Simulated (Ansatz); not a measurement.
Geometry optimisation, Ansatz 0.2.0, DFT PBEsol, scalar-relativistic, plane waves, PAW.

Input:

```yaml
crystal:
  lattice:
    - [5.7868, 0.0, 0.0]
    - [-2.8934, 5.011516, 0.0]
    - [0.0, 0.0, 17.24725]
  atoms:
    - { symbol: W, position: [0.0, 0.0, 0.0579803] }
    - { symbol: C, position: [0.3333333, 0.1666667, 0.1400658] }
    - { symbol: W, position: [0.0, 0.0, 0.2221514] }
    - { symbol: C, position: [0.3333333, 0.1666667, 0.3042369] }
    - { symbol: W, position: [0.0, 0.5, 0.0579803] }
    - { symbol: C, position: [0.3333333, 0.6666667, 0.1400658] }
    - { symbol: W, position: [0.0, 0.5, 0.2221514] }
    - { symbol: C, position: [0.3333333, 0.6666667, 0.3042369] }
    - { symbol: W, position: [0.5, 0.0, 0.0579803] }
    - { symbol: C, position: [0.8333333, 0.1666667, 0.1400658] }
    - { symbol: W, position: [0.5, 0.0, 0.2221514] }
    - { symbol: C, position: [0.8333333, 0.1666667, 0.3042369] }
    - { symbol: W, position: [0.5, 0.5, 0.0579803] }
    - { symbol: C, position: [0.8333333, 0.6666667, 0.1400658] }
    - { symbol: W, position: [0.5, 0.5, 0.2221514] }
    - { symbol: C, position: [0.8333333, 0.6666667, 0.3042369] }
    - { symbol: C, position: [0.0835765, 0.6517915, 0.3558393] }
basis:
  ecutwfc: 420.0
kpoints:
  mp_grid: { grid: [4, 4, 1] }
hamiltonian:
  xc: pbesol
  pseudopotentials: { kind: paw, azcp: { folder: soft_1 } }
scf:
  occupations: { method: gaussian, width: 0.15 }
  lower_state_search: "off"
relax:
  f_tol: 0.03
  max_steps: 60
  adjacent_minimum: "off"
  constraints: [{ sites: [0, 4, 8, 12] }]
output:
  write_density: true
  write_potential: true
  elf: true
  volumetric_format: npy
```

Launched with:

```bash
$ ansatz run input.yaml --threads 4 --pin off --max-ram 10240MiB --backend cpu --events-out ev --progress --plain --runs-dir out
```

Task: Where does it end, and by what steps?

Result: The forces met the threshold. The force dipped under the threshold on the way, but the program's further checks kept it going. Limits of this set-up: coarse k mesh, thin slab, slab without dipole correction, PAW files made for another functional, a typed lattice constant that wasn't relaxed here. After 10 steps the energy has fallen by 4.426 eV; C17 moved furthest, 0.49 Å.

```csv
step,energy less start (eV),largest force component (eV/Å),accepted
0,0.0000,5.345,yes
1,-3.1511,4.245,yes
2,-4.2752,1.155,yes
3,-4.3581,1.192,yes
4,-4.4121,0.181,yes
5,-4.4176,0.065,yes
6,-4.4196,0.100,yes
7,-4.3979,0.337,no
8,-4.4248,0.118,yes
9,-4.4257,0.015,yes
10,-4.4257,0.015,yes
```

```xyz
17
Lattice="5.7868 0.0000 0.0000 -2.8934 5.0115 0.0000 0.0000 0.0000 17.2473" Properties=species:S:1:pos:R:3
W 0.000 0.000 1.000
C 1.447 0.858 2.338
W 0.017 0.016 3.846
C 1.447 0.873 4.989
W -1.447 2.506 1.000
C 0.018 3.337 2.322
W -1.447 2.465 3.691
C -0.164 3.301 5.173
W 2.893 0.000 1.000
C 4.340 0.823 2.296
W 2.877 0.016 3.846
C 4.340 0.798 4.931
W 1.447 2.506 1.000
C 2.875 3.337 2.322
W 1.447 2.542 3.912
C 3.058 3.301 5.173
C -1.447 3.260 5.650
```

Whether the end is a true minimum wasn't checked by a vibrational analysis.

The run took 90 s on 4 threads of Arm Neoverse V2, with other jobs on the host, peak memory 1.4 GiB.
